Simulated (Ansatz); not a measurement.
# C3H5F3O: reading failed and doubtful runs

Aim: try 4 inputs for C3H5F3O as typed, read how each ends, and find what has to change.

Program: Ansatz 0.2.0, Gaussian basis. Level of theory: the settings change from run to run. These are calculated values, not measurements.

## 1. The molecule

An earlier PBE0-D4 in a triple-zeta def2 set relaxation fixed the geometry.

SMILES `OC(CF)C(F)F`, 12 atoms, charge 0, spin multiplicity 1.

Atoms are counted from 1 here; the program's logs count them from 0.

Bond lengths: O1–C2 1.403 Å, O1–H8 0.962 Å, C2–C3 1.511 Å, C2–C5 1.515 Å, C2–H9 1.100 Å, C3–F4 1.388 Å, C3–H10 1.092 Å, C3–H11 1.092 Å, C5–F6 1.354 Å, C5–F7 1.358 Å, C5–H12 1.094 Å. Angles: C2–O1–H8 107.7°, O1–C2–C3 111.8°, O1–C2–C5 106.7°, O1–C2–H9 111.1°, C3–C2–C5 112.0°, C3–C2–H9 108.6°, C5–C2–H9 106.5°, C2–C3–F4 107.5°, C2–C3–H10 110.9°, C2–C3–H11 111.5°, F4–C3–H10 107.9°, F4–C3–H11 108.5°, H10–C3–H11 110.4°, C2–C5–F6 111.2°, C2–C5–F7 109.3°, C2–C5–H12 111.7°, F6–C5–F7 107.4°, F6–C5–H12 108.2° and more.

As a file:

```xyz
12
C3H5F3O
O    -1.4331    0.5708    0.5406
C    -0.3365    0.1968   -0.2504
C     0.0436   -1.2498   -0.0333
F    -1.0429   -2.0279   -0.4079
C     0.7963    1.1403    0.0997
F     1.2996    0.8659    1.3264
F     1.8037    0.9828   -0.7966
H    -2.1249   -0.0851    0.4110
H    -0.5493    0.3467   -1.3191
H     0.2488   -1.4451    1.0208
H     0.9011   -1.5350   -0.6466
H     0.4706    2.1843    0.0894
```

## 2. Attempt 1

in.yaml reads:

```yaml
crystal:
  periodic: [false, false, false]
  atoms:
    - {symbol: O, position_ang: [-1.433136, 0.570845, 0.540590]}
    - {symbol: C, position_ang: [-0.336476, 0.196785, -0.250388]}
    - {symbol: C, position_ang: [0.043624, -1.249847, -0.033325]}
    - {symbol: F, position_ang: [-1.042888, -2.027897, -0.407941]}
    - {symbol: C, position_ang: [0.796317, 1.140345, 0.099665]}
    - {symbol: F, position_ang: [1.299593, 0.865850, 1.326388]}
    - {symbol: F, position_ang: [1.803740, 0.982803, -0.796623]}
    - {symbol: H, position_ang: [-2.124880, -0.085051, 0.410980]}
    - {symbol: H, position_ang: [-0.549330, 0.346688, -1.319138]}
    - {symbol: H, position_ang: [0.248816, -1.445121, 1.020830]}
    - {symbol: H, position_ang: [0.901083, -1.534993, -0.646586]}
    - {symbol: H, position_ang: [0.470639, 2.184292, 0.089448]}
basis:
  gaussian: {orbitals: aug-pcseg-2}
hamiltonian: {xc: {name: wB97X-V}}
accuracy: high
output: {forces: true}
```

Run with:

```
$ ansatz run in.yaml --threads 4 --pin off --events-out ev --progress --plain --max-ram 11315MiB
```

The program printed:

```text
Functional definition: wB97X-V
  name "wB97X-V"
  cite "Mardirossian & Head-Gordon, Phys. Chem. Chem. Phys. 16, 9904 (2014) doi:10.1039/C3CP54374A"
  cite "Becke, J. Chem. Phys. 107, 8554 (1997) doi:10.1063/1.475007"
  cite "Vydrov & Van Voorhis, J. Chem. Phys. 133, 244103 (2010) doi:10.1063/1.3521275"
  parameter omega = 0.3/bohr
  parameter cx = 0.167
  parameter cx1 = 0.603
  parameter cx2 = 1.194
  parameter css0 = 0.556
  parameter css1 = -0.257
  parameter cos0 = 1.219
  parameter cos1 = -1.850
  parameter b = 6.0
  parameter c = 0.01
  exchange = spin_sum(e_x_unif_sr(omega)*poly(b97_u_x, 1 - cx, cx1, cx2)) + cx*exact_x_sr(omega) + exact_x_lr(omega)
  correlation = spin_sum(e_c_pw_same_spin*poly(b97_u_same, css0, css1))
      + integral(e_c_pw_opposite_spin*poly(b97_u_opposite, cos0, cos1)) + vv10(b, c)
6681 factors; integrals over basis functions are off by at most 3.6e-9 eV
866 factors; integrals over basis functions are off by at most 2.5e-9 eV
Error: with its mean field the run needs 11.48 GiB of memory, and 11.04 GiB are given
refused for memory
```

It took 26 s on 4 threads of Intel Xeon Platinum 8488C, shared host; peak memory 5.7 GiB.

What is wrong: The program refused the input before any cycle. Its message: «with its mean field the run needs 11.48 GiB of memory, and 11.04 GiB are given» The memory limit is under what the program plans for this job. It asks for 11.48 GiB, and 11.04 GiB are there. The cure: raise the memory limit.

## 3. Attempt 2

in.yaml reads:

```yaml
crystal:
  periodic: [false, false, false]
  atoms:
    - {symbol: O, position_ang: [-1.433136, 0.570845, 0.540590]}
    - {symbol: C, position_ang: [-0.336476, 0.196785, -0.250388]}
    - {symbol: C, position_ang: [0.043624, -1.249847, -0.033325]}
    - {symbol: F, position_ang: [-1.042888, -2.027897, -0.407941]}
    - {symbol: C, position_ang: [0.796317, 1.140345, 0.099665]}
    - {symbol: F, position_ang: [1.299593, 0.865850, 1.326388]}
    - {symbol: F, position_ang: [1.803740, 0.982803, -0.796623]}
    - {symbol: H, position_ang: [-2.124880, -0.085051, 0.410980]}
    - {symbol: H, position_ang: [-0.549330, 0.346688, -1.319138]}
    - {symbol: H, position_ang: [0.248816, -1.445121, 1.020830]}
    - {symbol: H, position_ang: [0.901083, -1.534993, -0.646586]}
    - {symbol: H, position_ang: [0.470639, 2.184292, 0.089448]}
basis:
  gaussian: {orbitals: cc-pVTZ-rifit}
hamiltonian: {xc: {name: wPBEh}, pseudopotentials: {relativity: none}}
output: {forces: true}
```

The command is unchanged.

The program printed (excerpt; [...] marks lines left out):

```text
Functional definition: wPBEh
  name "wPBEh"
  cite "Heyd, Scuseria & Ernzerhof, J. Chem. Phys. 118, 8207 (2003) doi:10.1063/1.1564060"
  cite "Krukau, Vydrov, Izmaylov & Scuseria, J. Chem. Phys. 125, 224106 (2006) doi:10.1063/1.2404663"
  cite "Heyd & Scuseria, J. Chem. Phys. 120, 7274 (2004) doi:10.1063/1.1668634"
  cite "Ernzerhof & Perdew, J. Chem. Phys. 109, 3313 (1998) doi:10.1063/1.476928"
  cite "Perdew, Burke & Ernzerhof, Phys. Rev. Lett. 77, 3865 (1996) doi:10.1103/PhysRevLett.77.3865"
  parent pbe
[...]
1834 factors; their error is unknown
94 factors; integrals over basis functions are off by at most 2.2e-7 eV
[...]
a density is far from that of the atoms, so the factors are made again for it
4283 factors; integrals over basis functions are off by at most 8.9e-4 eV
94 factors; integrals over basis functions are off by at most 2.2e-7 eV
[...]
Atom 2 at     0.043624    -1.249847    -0.033325 Å, force    -2.301388    -1.412975    -0.708037 eV/Å
Atom 3 at    -1.042888    -2.027897    -0.407941 Å, force     2.417136     2.205657     0.995622 eV/Å
Atom 4 at     0.796317     1.140345     0.099665 Å, force     3.223386    -1.300250     0.594061 eV/Å
Atom 5 at     1.299593     0.865850     1.326388 Å, force    -1.468376     0.371685    -2.842500 eV/Å
Atom 6 at     1.803740     0.982803    -0.796623 Å, force    -2.612929     0.222999     1.996967 eV/Å
Atom 7 at    -2.124880    -0.085051     0.410980 Å, force     0.573380     0.135854    -0.139714 eV/Å
Atom 8 at    -0.549330     0.346688    -1.319138 Å, force     0.161217    -0.071077     0.263359 eV/Å
Atom 9 at     0.248816    -1.445121     1.020830 Å, force     0.026796     0.271796    -0.304529 eV/Å
Atom 10 at     0.901083    -1.534993    -0.646586 Å, force    -0.168539     0.250510     0.141828 eV/Å
Atom 11 at     0.470639     2.184292     0.089448 Å, force    -0.057460    -0.318598     0.003179 eV/Å
Dipole moment:    -0.125349    -0.051020    -0.106045 e Å
```

It took 44 s on 4 threads of Intel Xeon Platinum 8488C, shared host; peak memory 7.6 GiB.

What is wrong: It ended without an error, which proves nothing about the input. The set cc-pVTZ-rifit is made for fitting, not for orbitals. Its energy is that of an unsuitable basis. To mend it, name an orbital basis such as cc-pVTZ, and keep the fitting set for the fitting key.

## 4. Attempt 3

in.yaml reads:

```yaml
crystal:
  periodic: [true, true, true]
  atoms:
    - {symbol: O, position_ang: [-1.433136, 0.570845, 0.540590]}
    - {symbol: C, position_ang: [-0.336476, 0.196785, -0.250388]}
    - {symbol: C, position_ang: [0.043624, -1.249847, -0.033325]}
    - {symbol: F, position_ang: [-1.042888, -2.027897, -0.407941]}
    - {symbol: C, position_ang: [0.796317, 1.140345, 0.099665]}
    - {symbol: F, position_ang: [1.299593, 0.865850, 1.326388]}
    - {symbol: F, position_ang: [1.803740, 0.982803, -0.796623]}
    - {symbol: H, position_ang: [-2.124880, -0.085051, 0.410980]}
    - {symbol: H, position_ang: [-0.549330, 0.346688, -1.319138]}
    - {symbol: H, position_ang: [0.248816, -1.445121, 1.020830]}
    - {symbol: H, position_ang: [0.901083, -1.534993, -0.646586]}
    - {symbol: H, position_ang: [0.470639, 2.184292, 0.089448]}
basis:
  gaussian: {orbitals: "6-31G*"}
hamiltonian: {xc: {name: B97M-V}}
scf: {lower_state_search: off}
```

Same command.

The program printed:

```text
Error: YAML parse error: error: line 2 column 3: crystal: missing field `lattice` (a structure is typed as `lattice` and `atoms`, a molecule's as `atoms` in Å alone, or read from a run's directory, `checkpoint`)
 --> <input>:2:3
  |
1 | crystal:
2 |   periodic: [true, true, true]
  |   ^ crystal: missing field `lattice` (a structure is typed as `lattice` and `atoms`, a molecule's as `atoms` in Å alone, or read from a run's directory, `checkpoint`)
3 |   atoms:
4 |     - {symbol: O, position_ang: [-1.433136, 0.570845, 0.540590]}
  |
```

It took 0.05 s on 4 threads of Intel Xeon Platinum 8488C, shared host.

What is wrong: The program refused the input. The molecule is marked periodic without a cell. To mend it, set periodic to false, or give a lattice.

## 5. Attempt 4

in.yaml reads:

```yaml
crystal:
  periodic: [false, false, false]
  atoms:
    - {symbol: O, position_ang: [-1.791420, 0.713557, 0.675737]}
    - {symbol: C, position_ang: [-0.420594, 0.245981, -0.312986]}
    - {symbol: C, position_ang: [0.054530, -1.562309, -0.041657]}
    - {symbol: F, position_ang: [-1.303610, -2.534871, -0.509926]}
    - {symbol: C, position_ang: [0.995396, 1.425431, 0.124581]}
    - {symbol: F, position_ang: [1.624491, 1.082313, 1.657985]}
    - {symbol: F, position_ang: [2.254675, 1.228504, -0.995779]}
    - {symbol: H, position_ang: [-2.656101, -0.106313, 0.513725]}
    - {symbol: H, position_ang: [-0.686663, 0.433361, -1.648923]}
    - {symbol: H, position_ang: [0.311020, -1.806401, 1.276037]}
    - {symbol: H, position_ang: [1.126353, -1.918741, -0.808233]}
    - {symbol: H, position_ang: [0.588299, 2.730365, 0.111810]}
basis:
  gaussian: {orbitals: aug-cc-pVTZ}
hamiltonian: {xc: {name: B2PLYP}, dispersion: rvv10}
scf: {lower_state_search: off}
output: {forces: true}
```

The command is unchanged.

The program printed:

```text
Error: invalid value for `hamiltonian.dispersion`: this functional's text states its nonlocal part
```

It took 0.05 s on 4 threads of Intel Xeon Platinum 8488C, shared host.

Diagnosis: Refused before any calculation. The dispersion term doesn't go with the functional. Its coordinates are also moved off the relaxed structure (shortest distance 1.20 Å, against 0.96 Å), and have to be restored too. To mend it, leave the dispersion key out, or pick one that has parameters for this functional.

## 6. Summary

```tsv
attempt	level	ended	cause	time
1	wB97X-V/aug-pcseg-2	refused	the memory limit is under what the program plans for this job	26 s
2	wPBEh/cc-pVTZ-rifit	converged	the set cc-pVTZ-rifit is made for fitting, not for orbitals	44 s
3	B97M-V/6-31G*	refused	the molecule is marked periodic without a cell	0.05 s
4	B2PLYP/aug-cc-pVTZ	refused	the dispersion term doesn't go with the functional	0.05 s
```

**Reading.** 3 refused, 1 converged. The dangerous case is the input that converges on a wrong geometry, charge, spin, basis or grid: often only a look at the input shows it.
